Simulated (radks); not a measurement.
# Valence configurations of Sn³⁺

Aim: which of several valence configurations of Sn³⁺ lies lowest at this level, and whether it is the one NIST lists ([Kr] 4d10 5s1).

Program: radks (a radial shooting solver on a logarithmic mesh, Libxc functionals) version 1. Level of theory: non-relativistic Kohn-Sham, PBE, spin-polarised, spherical densities, point nucleus; open shells are filled with parallel spins first. These are calculated values, not measurements, unless marked.

### 1 Starting point

| Item | Value |
| --- | --- |
| element | tin (Z = 50) |
| charge | +3 |
| electrons | 47 |
| configuration | [Kr] 4d10 5s1 |
| others tried | 4d9 5s2; 4d8 5s1 5p2; 4d9 5s1 5p1; 4d10 5p1; 4d10 5s0.5 5p0.5; 4d9 5p2; 4d9 5s0.5 5p1.5; 4d9.5 5s1 5p0.5; 4d9.5 5s1.5 |

Outer shells as boxes (Hund's rule):

Sn³⁺
```
[Kr] core
4d [↑↓][↑↓][↑↓][↑↓][↑↓]
5s [↑ ]
```

In the logs a row gives level, spin channel, occupation and eigenvalue; Etot, Ekin, Encl (electron-nucleus), Eh (Hartree) and Exc are energies, all in hartree; err is the last residual, it the number of iterations.

### 2 [Kr] 4d10 5s1

The run's settings:

```text
Z 50
configuration [Kr] 4d10 5s1
relativity non-relativistic
functional pbe,pbe
spin polarised
nucleus point
```

The program printed:

```text
1s      1   1.0000       -1029.00364130
2s      1   1.0000        -152.73263489
2p      1   3.0000        -142.94413547
3s      1   1.0000         -30.24084569
3p      1   3.0000         -26.20525629
3d      1   5.0000         -18.72211951
4s      1   1.0000          -5.62800008
4p      1   3.0000          -4.28626962
4d      1   5.0000          -2.06556242
5s      1   1.0000          -1.28975778
1s      2   1.0000       -1029.00211811
2s      2   1.0000        -152.73201390
2p      2   3.0000        -142.94337495
3s      2   1.0000         -30.23945513
3p      2   3.0000         -26.20386838
3d      2   5.0000         -18.72096029
4s      2   1.0000          -5.62439742
4p      2   3.0000          -4.28163192
4d      2   5.0000          -2.05526739
5s      2   0.0000          -1.24684612
Etot -6023.001369696138
Ekin 6020.7016976731065
Encl -14270.782212744554
Eh 2386.9818424613104
Exc -159.90269708600056
err 7.344153112534012e-09
it 14
```

5s up is the highest filled level (-35.096 eV).

From the orbitals of this run (lengths in bohr):

| level | occupation | energy (eV) | <r> | outermost maximum (interpolated) | 90 % within | nodes |
| --- | --- | --- | --- | --- | --- | --- |
| 4s up | 1 | -153.15 | 0.8487 | 0.772 | 1.23 | 3 |
| 4s down | 1 | -153.05 | 0.8482 | 0.772 | 1.23 | 3 |
| 4p up | 3 | -116.64 | 0.8983 | 0.800 | 1.32 | 2 |
| 4p down | 3 | -116.51 | 0.8971 | 0.800 | 1.32 | 2 |
| 4d up | 5 | -56.207 | 1.076 | 0.882 | 1.66 | 1 |
| 4d down | 5 | -55.927 | 1.069 | 0.881 | 1.65 | 1 |
| 5s up | 1 | -35.096 | 2.191 | 1.96 | 3.15 | 4 |
| 5s down | 0 | -33.928 | 2.182 | 1.96 | 3.13 | 4 |

The radial density on a logarithmic grid:

| r (bohr) | 4πr²ρ (e/bohr) |
| --- | --- |
| 0.00133 | 1.720 |
| 0.00204 | 3.742 |
| 0.00309 | 7.742 |
| 0.00472 | 15.36 |
| 0.00721 | 27.98 |
| 0.0109 | 44.49 |
| 0.0167 | 59.28 |
| 0.0253 | 61.97 |
| 0.0387 | 55.14 |
| 0.0591 | 63.20 |
| 0.0896 | 80.89 |
| 0.137 | 66.19 |
| 0.209 | 60.55 |
| 0.317 | 61.49 |
| 0.485 | 24.39 |
| 0.735 | 23.23 |
| 1.12 | 15.30 |
| 1.72 | 3.527 |
| 2.60 | 0.6011 |
| 3.97 | 0.04260 |

### 3 [Kr] 4d9 5s2

The run's settings:

```text
Z 50
configuration [Kr] 4d9 5s2
relativity non-relativistic
functional pbe,pbe
spin polarised
nucleus point
```

The program printed:

```text
1s      1   1.0000       -1029.28774878
2s      1   1.0000        -153.03754079
2p      1   3.0000        -143.24702767
3s      1   1.0000         -30.52909238
3p      1   3.0000         -26.49428882
3d      1   5.0000         -19.01557624
4s      1   1.0000          -5.88574856
4p      1   3.0000          -4.53518264
4d      1   5.0000          -2.28381753
5s      1   1.0000          -1.35422853
1s      2   1.0000       -1029.28765851
2s      2   1.0000        -153.02684461
2p      2   3.0000        -143.23909479
3s      2   1.0000         -30.52420368
3p      2   3.0000         -26.48861634
3d      2   5.0000         -19.00661733
4s      2   1.0000          -5.85105047
4p      2   3.0000          -4.50073798
4d      2   4.0000          -2.25163429
5s      2   1.0000          -1.34469432
Etot -6022.144893136865
Ekin 6019.859762655226
Encl -14257.253320999906
Eh 2374.705691231318
Exc -159.4570260235031
err 3.798563296094623e-09
it 14
```

E − E(step 2, [Kr] 4d10 5s1) = +23.306 eV. The top filled level is 5s down, -36.591 eV.

### 4 [Kr] 4d8 5s1 5p2

The run's settings:

```text
Z 50
configuration [Kr] 4d8 5s1 5p2
relativity non-relativistic
functional pbe,pbe
spin polarised
nucleus point
```

The program printed:

```text
1s      1   1.0000       -1029.65572459
2s      1   1.0000        -153.42733513
2p      1   3.0000        -143.63479253
3s      1   1.0000         -30.90234398
3p      1   3.0000         -26.86858688
3d      1   5.0000         -19.39462704
4s      1   1.0000          -6.22525695
4p      1   3.0000          -4.86581658
4d      1   5.0000          -2.58767438
5s      1   1.0000          -1.51962989
5p      1   2.0000          -1.18362891
1s      2   1.0000       -1029.65087910
2s      2   1.0000        -153.40260169
2p      2   3.0000        -143.61461280
3s      2   1.0000         -30.88765683
3p      2   3.0000         -26.85184747
3d      2   5.0000         -19.37133199
4s      2   1.0000          -6.13965991
4p      2   3.0000          -4.77912249
4d      2   3.0000          -2.49605790
5s      2   0.0000          -1.39198890
5p      2   0.0000          -1.05554543
Etot -6020.629968980215
Ekin 6018.3809072441845
Encl -14238.931193146898
Eh 2358.98064835916
Exc -159.06033143666053
err 9.712329329713402e-09
it 14
```

Energy against step 2 ([Kr] 4d10 5s1): +64.529 eV. Highest occupied level: 5p up at -32.208 eV.

### 5 [Kr] 4d9 5s1 5p1

The run's settings:

```text
Z 50
configuration [Kr] 4d9 5s1 5p1
relativity non-relativistic
functional pbe,pbe
spin polarised
nucleus point
```

The program printed:

```text
1s      1   1.0000       -1029.32708686
2s      1   1.0000        -153.07606505
2p      1   3.0000        -143.28561468
3s      1   1.0000         -30.56928901
3p      1   3.0000         -26.53454105
3d      1   5.0000         -19.05563629
4s      1   1.0000          -5.92777841
4p      1   3.0000          -4.57745918
4d      1   5.0000          -2.32795019
5s      1   1.0000          -1.41021577
5p      1   1.0000          -1.09374048
1s      2   1.0000       -1029.32406650
2s      2   1.0000        -153.06405533
2p      2   3.0000        -143.27572131
3s      2   1.0000         -30.56167728
3p      2   3.0000         -26.52596650
3d      2   5.0000         -19.04406773
4s      2   1.0000          -5.88554263
4p      2   3.0000          -4.53405402
4d      2   4.0000          -2.27874129
5s      2   0.0000          -1.32284986
5p      2   0.0000          -1.00505369
Etot -6021.878443223094
Ekin 6019.60373908489
Encl -14254.960874067256
Eh 2372.9340605468096
Exc -159.45536878753853
err 9.707600525520671e-09
it 14
```

E − E(step 2, [Kr] 4d10 5s1) = +30.556 eV. The top filled level is 5p up, -29.762 eV.

### 6 [Kr] 4d10 5p1

The run's settings:

```text
Z 50
configuration [Kr] 4d10 5p1
relativity non-relativistic
functional pbe,pbe
spin polarised
nucleus point
```

The program printed:

```text
1s      1   1.0000       -1029.04724334
2s      1   1.0000        -152.77577243
2p      1   3.0000        -142.98726281
3s      1   1.0000         -30.28477983
3p      1   3.0000         -26.24923437
3d      1   5.0000         -18.76608909
4s      1   1.0000          -5.67153828
4p      1   3.0000          -4.32931068
4d      1   5.0000          -2.10585123
5p      1   1.0000          -1.01602574
1s      2   1.0000       -1029.04613126
2s      2   1.0000        -152.77551191
2p      2   3.0000        -142.98649237
3s      2   1.0000         -30.28386616
3p      2   3.0000         -26.24818236
3d      2   5.0000         -18.76516323
4s      2   1.0000          -5.66878025
4p      2   3.0000          -4.32589968
4d      2   5.0000          -2.09837163
5p      2   0.0000          -0.97128593
Etot -6022.70445026345
Ekin 6020.409810374978
Encl -14268.211786011037
Eh 2384.9454576943485
Exc -159.84793232173888
err 4.627539325572891e-10
it 15
```

Energy against step 2 ([Kr] 4d10 5s1): +8.080 eV. Highest occupied level: 5p up at -27.647 eV.

### 7 [Kr] 4d10 5s0.5 5p0.5

The run's settings:

```text
Z 50
configuration [Kr] 4d10 5s0.5 5p0.5
relativity non-relativistic
functional pbe,pbe
spin polarised
nucleus point
```

The program printed:

```text
1s      1   1.0000       -1029.02552298
2s      1   1.0000        -152.75428322
2p      1   3.0000        -142.96577906
3s      1   1.0000         -30.26288900
3p      1   3.0000         -26.22732150
3d      1   5.0000         -18.74418052
4s      1   1.0000          -5.64985179
4p      1   3.0000          -4.30787715
4d      1   5.0000          -2.08580720
5s      1   0.5000          -1.30173482
5p      1   0.5000          -1.00479016
1s      2   1.0000       -1029.02420456
2s      2   1.0000        -152.75384265
2p      2   3.0000        -142.96501441
3s      2   1.0000         -30.26173639
3p      2   3.0000         -26.22610144
3d      2   5.0000         -18.74313839
4s      2   1.0000          -5.64666258
4p      2   3.0000          -4.30384019
4d      2   5.0000          -2.07689428
5s      2   0.0000          -1.26037044
5p      2   0.0000          -0.95976997
Etot -6022.853109187939
Ekin 6020.55603445646
Encl -14269.49381252304
Eh 2385.959388513633
Exc -159.87471963499115
err 2.690240128736199e-10
it 15
```

Energy against step 2 ([Kr] 4d10 5s1): +4.034 eV. The top filled level is 5p up, -27.342 eV.

### 8 [Kr] 4d9 5p2

The run's settings:

```text
Z 50
configuration [Kr] 4d9 5p2
relativity non-relativistic
functional pbe,pbe
spin polarised
nucleus point
```

The program printed:

```text
1s      1   1.0000       -1029.36821017
2s      1   1.0000        -153.11694440
2p      1   3.0000        -143.32646791
3s      1   1.0000         -30.61095652
3p      1   3.0000         -26.57626184
3d      1   5.0000         -19.09737648
4s      1   1.0000          -5.96877158
4p      1   3.0000          -4.61793102
4d      1   5.0000          -2.36580948
5p      1   2.0000          -1.11437311
1s      2   1.0000       -1029.36560230
2s      2   1.0000        -153.10530260
2p      2   3.0000        -143.31652181
3s      2   1.0000         -30.60382251
3p      2   3.0000         -26.56800402
3d      2   5.0000         -19.08601184
4s      2   1.0000          -5.92725685
4p      2   3.0000          -4.57559748
4d      2   4.0000          -2.31916949
5p      2   0.0000          -1.02697786
Etot -6021.561375572573
Ekin 6019.290557682214
Encl -14252.480023214317
Eh 2371.031897807977
Exc -159.40380784844734
err 8.628770803808596e-10
it 15
```

E − E(step 2, [Kr] 4d10 5s1) = +39.184 eV. The top filled level is 5p up, -30.324 eV.

### 9 [Kr] 4d9 5s0.5 5p1.5

The run's settings:

```text
Z 50
configuration [Kr] 4d9 5s0.5 5p1.5
relativity non-relativistic
functional pbe,pbe
spin polarised
nucleus point
```

The program printed:

```text
1s      1   1.0000       -1029.34771483
2s      1   1.0000        -153.09657177
2p      1   3.0000        -143.30610852
3s      1   1.0000         -30.59018744
3p      1   3.0000         -26.55546607
3d      1   5.0000         -19.07657113
4s      1   1.0000          -5.94834518
4p      1   3.0000          -4.59776879
4d      1   5.0000          -2.34696513
5s      1   0.5000          -1.42120035
5p      1   1.5000          -1.10411730
1s      2   1.0000       -1029.34489981
2s      2   1.0000        -153.08474615
2p      2   3.0000        -143.29618924
3s      2   1.0000         -30.58281401
3p      2   3.0000         -26.54704959
3d      2   5.0000         -19.06510464
4s      2   1.0000          -5.90646209
4p      2   3.0000          -4.55488848
4d      2   4.0000          -2.29901857
5s      2   0.0000          -1.33576257
5p      2   0.0000          -1.01600339
Etot -6021.720049600115
Ekin 6019.4473481238765
Encl -14253.717770113799
Eh 2371.979382735096
Exc -159.42901034528813
err 8.325901123768536e-10
it 15
```

E − E(step 2, [Kr] 4d10 5s1) = +34.866 eV. The top filled level is 5p up, -30.045 eV.

### 10 [Kr] 4d9.5 5s1 5p0.5

The run's settings:

```text
Z 50
configuration [Kr] 4d9.5 5s1 5p0.5
relativity non-relativistic
functional pbe,pbe
spin polarised
nucleus point
```

The program printed:

```text
1s      1   1.0000       -1029.16475908
2s      1   1.0000        -152.90340661
2p      1   3.0000        -143.11395114
3s      1   1.0000         -30.40451999
3p      1   3.0000         -26.36933260
3d      1   5.0000         -18.88822274
4s      1   1.0000          -5.77819756
4p      1   3.0000          -4.43225564
4d      1   5.0000          -2.19718005
5s      1   1.0000          -1.35149771
5p      1   0.5000          -1.04505033
1s      2   1.0000       -1029.16252821
2s      2   1.0000        -152.89726292
2p      2   3.0000        -143.10877205
3s      2   1.0000         -30.40012701
3p      2   3.0000         -26.36447556
3d      2   5.0000         -18.88202716
4s      2   1.0000          -5.75584929
4p      2   3.0000          -4.40877099
4d      2   4.5000          -2.16778346
5s      2   0.0000          -1.28559332
5p      2   0.0000          -0.97738295
Etot -6022.455326405638
Ekin 6020.168201093411
Encl -14262.895474058736
Eh 2379.9444925533485
Exc -159.67254599366032
err 1.1603971729796767e-09
it 15
```

E − E(step 2, [Kr] 4d10 5s1) = +14.859 eV. 5p up is the highest filled level (-28.437 eV).

### 11 [Kr] 4d9.5 5s1.5

The run's settings:

```text
Z 50
configuration [Kr] 4d9.5 5s1.5
relativity non-relativistic
functional pbe,pbe
spin polarised
nucleus point
```

The program printed:

```text
1s      1   1.0000       -1029.14439477
2s      1   1.0000        -152.88355277
2p      1   3.0000        -143.09405566
3s      1   1.0000         -30.38379912
3p      1   3.0000         -26.34858970
3d      1   5.0000         -18.86759376
4s      1   1.0000          -5.75647573
4p      1   3.0000          -4.41036463
4d      1   5.0000          -2.17416411
5s      1   1.0000          -1.32228396
1s      2   1.0000       -1029.14355699
2s      2   1.0000        -152.87796464
2p      2   3.0000        -143.08975395
3s      2   1.0000         -30.38066718
3p      2   3.0000         -26.34507248
3d      2   5.0000         -18.86257762
4s      2   1.0000          -5.73764778
4p      2   3.0000          -4.39118156
4d      2   4.5000          -2.15347475
5s      2   0.5000          -1.29704909
Etot -6022.585752688461
Ekin 6020.29357604299
Encl -14264.072238458819
Eh 2380.868706127222
Exc -159.67579639985473
err 3.2398364746757543e-09
it 14
```

Energy against step 2 ([Kr] 4d10 5s1): +11.310 eV. Highest occupied level: 5s down at -35.295 eV.

### 12 All runs together

| valence | E − E(NIST configuration) (eV) | moment (μB) | highest level | its energy (eV) | 1s shift (eV) |
| --- | --- | --- | --- | --- | --- |
| 4d10 5s1 | 0.000 | 1 | 5s up | -35.096 | +0.00 |
| 4d10 5s0.5 5p0.5 | 4.034 | 1 | 5p up | -27.342 | -0.60 |
| 4d10 5p1 | 8.080 | 1 | 5p up | -27.647 | -1.19 |
| 4d9.5 5s1.5 | 11.310 | 1 | 5s down | -35.295 | -3.83 |
| 4d9.5 5s1 5p0.5 | 14.859 | 2 | 5p up | -28.437 | -4.38 |
| 4d9 5s2 | 23.306 | 1 | 5s down | -36.591 | -7.73 |
| 4d9 5s1 5p1 | 30.556 | 3 | 5p up | -29.762 | -8.80 |
| 4d9 5s0.5 5p1.5 | 34.866 | 3 | 5p up | -30.045 | -9.36 |
| 4d9 5p2 | 39.184 | 3 | 5p up | -30.324 | -9.92 |
| 4d8 5s1 5p2 | 64.529 | 5 | 5p up | -32.208 | -17.74 |

**Reading.** The NIST configuration is the lowest of those tried, 4.034 eV under 4d10 5s0.5 5p0.5. The energies are those of spherical high-spin densities, not of single terms. Relativity is left out, which favours d and f over s occupation in heavy atoms. The 1s eigenvalue shifts by up to 17.74 eV as the valence charge is rearranged.
